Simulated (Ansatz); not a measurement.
# C2H7BOS: one species, many methods

The task here is to estimate one member of a computed series from the others.

Program: Ansatz 0.2.0, Gaussian basis. Level of theory: functionals in def2-TZVPP, the program's frozen cores in correlated methods. These are calculated values, not measurements.

Levels to be run: PBE-D4, r2SCAN-D4, PBE0-D4, B3LYP-D4, ωB97X-V, ωB97M-V, B2PLYP; CCSD(T)/def2-TZVPP; MP2/def2-QZVPP; extrapolation to the limit.

### The relaxed structure

An earlier PBE0-D4 in a triple-zeta def2 set relaxation fixed the geometry.

SMILES `CCOBS`, 12 atoms, charge 0, spin multiplicity 1.

Atoms are counted from 1 here; the program's logs count them from 0.

Bond lengths: C1–C2 1.509 Å, C1–H6 1.092 Å, C1–H7 1.093 Å, C1–H8 1.091 Å, C2–O3 1.420 Å, C2–H9 1.093 Å, C2–H10 1.095 Å, O3–B4 1.343 Å, B4–S5 1.808 Å, B4–H11 1.199 Å, S5–H12 1.341 Å. Angles: C2–C1–H6 110.8°, C2–C1–H7 110.1°, C2–C1–H8 110.6°, H6–C1–H7 108.4°, H6–C1–H8 108.4°, H7–C1–H8 108.4°, C1–C2–O3 110.3°, C1–C2–H9 110.7°, C1–C2–H10 111.0°, O3–C2–H9 107.0°, O3–C2–H10 109.6°, H9–C2–H10 108.1°, C2–O3–B4 121.8°, O3–B4–S5 117.3°, O3–B4–H11 121.9°, S5–B4–H11 120.8°, B4–S5–H12 95.3°.

Set-up of the first run:

in.yaml reads:

```yaml
crystal:
  periodic: [false, false, false]
  atoms:
    - {symbol: C, position_ang: [0.459165, -0.793031, 1.619917]}
    - {symbol: C, position_ang: [0.388305, 0.478912, 0.811824]}
    - {symbol: O, position_ang: [-0.688142, 0.416539, -0.112711]}
    - {symbol: B, position_ang: [-0.480686, 0.356156, -1.438024]}
    - {symbol: S, position_ang: [-1.938445, 0.244943, -2.501457]}
    - {symbol: H, position_ang: [0.671757, -1.650228, 0.977364]}
    - {symbol: H, position_ang: [1.251568, -0.719196, 2.368514]}
    - {symbol: H, position_ang: [-0.486142, -0.974913, 2.134362]}
    - {symbol: H, position_ang: [0.202393, 1.338928, 1.460944]}
    - {symbol: H, position_ang: [1.326177, 0.655114, 0.273845]}
    - {symbol: H, position_ang: [0.622435, 0.374810, -1.908328]}
    - {symbol: H, position_ang: [-1.251285, 0.216765, -3.652348]}
basis:
  gaussian: {orbitals: def2-TZVPP}
hamiltonian: {xc: pbe, dispersion: d4}
output: {forces: true, orbitals: {seedname: orbitals}}
```

Started as:

```bash
$ ansatz run in.yaml --threads 4 --pin off --events-out ev --progress --plain --max-ram 10444MiB
```

Steps of the session up to this table: PBE-D4 (GGA); r2SCAN-D4 (meta-GGA); PBE0-D4 (hybrid); B3LYP-D4 (hybrid); ωB97X-V (range-separated); ωB97M-V (range-separated); B2PLYP (double hybrid); CCSD(T) in def2-TZVPP; MP2 in def2-QZVPP.

One table of the session follows, with a row left open; its other results are not shown here.

| method | atomisation energy (kJ/mol) |
| --- | --- |
| PBE-D4 | 4709.6 |
| r2SCAN-D4 | 4642.7 |
| PBE0-D4 | ? |
| B3LYP-D4 | 4621.0 |
| ωB97X-V | 4628.7 |
| ωB97M-V | 4640.1 |
| B2PLYP | 4575.7 |
| HF/def2-TZVPP | 3449.1 |
| MP2/def2-TZVPP | 4573.6 |
| CCSD/def2-TZVPP | 4441.2 |
| CCSD(T)/def2-TZVPP | 4504.0 |
| MP2/CBS | 4679.6 |
| CCSD(T)/CBS | 4609.9 |

Estimate the missing values for PBE0-D4.

**Answer.** atomisation energy (kJ/mol): 4637.3. In the column «atomisation energy (kJ/mol)» it lies between ωB97X-V (4628.7) and ωB97M-V (4640.1).

Limits of these values: Free atoms (2 C, 1 O, 1 B, 1 S, 7 H) were run apart at each level; the atomisation energy is their sum less the molecule, without zero-point or spin-orbit terms.
